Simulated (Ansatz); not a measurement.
# GeH14N2Si4: the cost of one run

Computed with Ansatz 0.2.0, Gaussian basis. Level: one geometry, several basis sets.

Levels to be run: PBE0-D4/def2-SVP; ωB97M-V/def2-SVP; PBE0-D4/def2-QZVPP; ωB97M-V/def2-QZVPP; the functionals' def2-TZVPP values are taken from earlier runs.

## 1. Structure used throughout

An earlier PBE0-D4 in a triple-zeta def2 set relaxation fixed the geometry.

21 atoms, charge 0, spin multiplicity 1.

Atoms are counted from 1 here; the program's logs count them from 0.

Bond lengths: Si1–N2 1.731 Å, Si1–H8 1.487 Å, Si1–H9 1.487 Å, Si1–H10 1.489 Å, N2–Si3 1.734 Å, N2–Ge4 1.845 Å, Si3–H11 1.488 Å, Si3–H12 1.487 Å, Si3–H13 1.487 Å, Ge4–N5 1.845 Å, Ge4–H14 1.537 Å, Ge4–H15 1.537 Å, N5–Si6 1.731 Å, N5–Si7 1.734 Å, Si6–H16 1.487 Å, Si6–H17 1.489 Å, Si6–H18 1.487 Å, Si7–H19 1.487 Å and more. Angles: N2–Si1–H8 110.8°, N2–Si1–H9 107.8°, N2–Si1–H10 112.2°, H8–Si1–H9 109.6°, H8–Si1–H10 107.8°, H9–Si1–H10 108.7°, Si1–N2–Si3 121.1°, Si1–N2–Ge4 120.5°, Si3–N2–Ge4 118.4°, N2–Si3–H11 112.2°, N2–Si3–H12 110.4°, N2–Si3–H13 108.0°, H11–Si3–H12 108.1°, H11–Si3–H13 108.6°, H12–Si3–H13 109.4°, N2–Ge4–N5 108.1°, N2–Ge4–H14 111.2°, N2–Ge4–H15 106.5° and more.

## 2. PBE0-D4 in def2-SVP

The input, in.yaml:

```yaml
crystal:
  periodic: [false, false, false]
  atoms:
    - {symbol: Si, position_ang: [1.595359, -2.157472, -1.267641]}
    - {symbol: N, position_ang: [0.382733, -0.929677, -1.129333]}
    - {symbol: Si, position_ang: [0.351555, 0.423124, -2.213358]}
    - {symbol: Ge, position_ang: [-0.869512, -0.999394, 0.223339]}
    - {symbol: N, position_ang: [-0.724635, 0.547679, 1.218057]}
    - {symbol: Si, position_ang: [-2.083037, 1.607448, 1.386915]}
    - {symbol: Si, position_ang: [0.810287, 0.936863, 1.923798]}
    - {symbol: H, position_ang: [2.200338, -2.452306, 0.058250]}
    - {symbol: H, position_ang: [2.645827, -1.658387, -2.194912]}
    - {symbol: H, position_ang: [1.046724, -3.430753, -1.810011]}
    - {symbol: H, position_ang: [1.413865, 1.417246, -1.902813]}
    - {symbol: H, position_ang: [0.540060, -0.031596, -3.616691]}
    - {symbol: H, position_ang: [-0.973325, 1.086547, -2.082643]}
    - {symbol: H, position_ang: [-2.299101, -1.019138, -0.341930]}
    - {symbol: H, position_ang: [-0.531737, -2.238723, 1.067614]}
    - {symbol: H, position_ang: [-1.595298, 2.878242, 1.986573]}
    - {symbol: H, position_ang: [-3.133999, 1.032809, 2.270936]}
    - {symbol: H, position_ang: [-2.706027, 1.887941, 0.066137]}
    - {symbol: H, position_ang: [1.654625, -0.287204, 1.887397]}
    - {symbol: H, position_ang: [0.640240, 1.376742, 3.334164]}
    - {symbol: H, position_ang: [1.510558, 2.020509, 1.183251]}
basis:
  gaussian: {orbitals: def2-SVP}
hamiltonian: {xc: pbe0, dispersion: d4}
output: {orbitals: {seedname: orbitals}}
```

Launch:

```bash
ansatz run in.yaml --threads 4 --pin off --events-out ev --progress --plain --max-ram 46080MiB --backend cpu
```

Q: Estimate wall time and peak memory on 4 threads of AMD EPYC 7R13, shared host.

About 4.3 s, with a peak of 0.81 GiB.
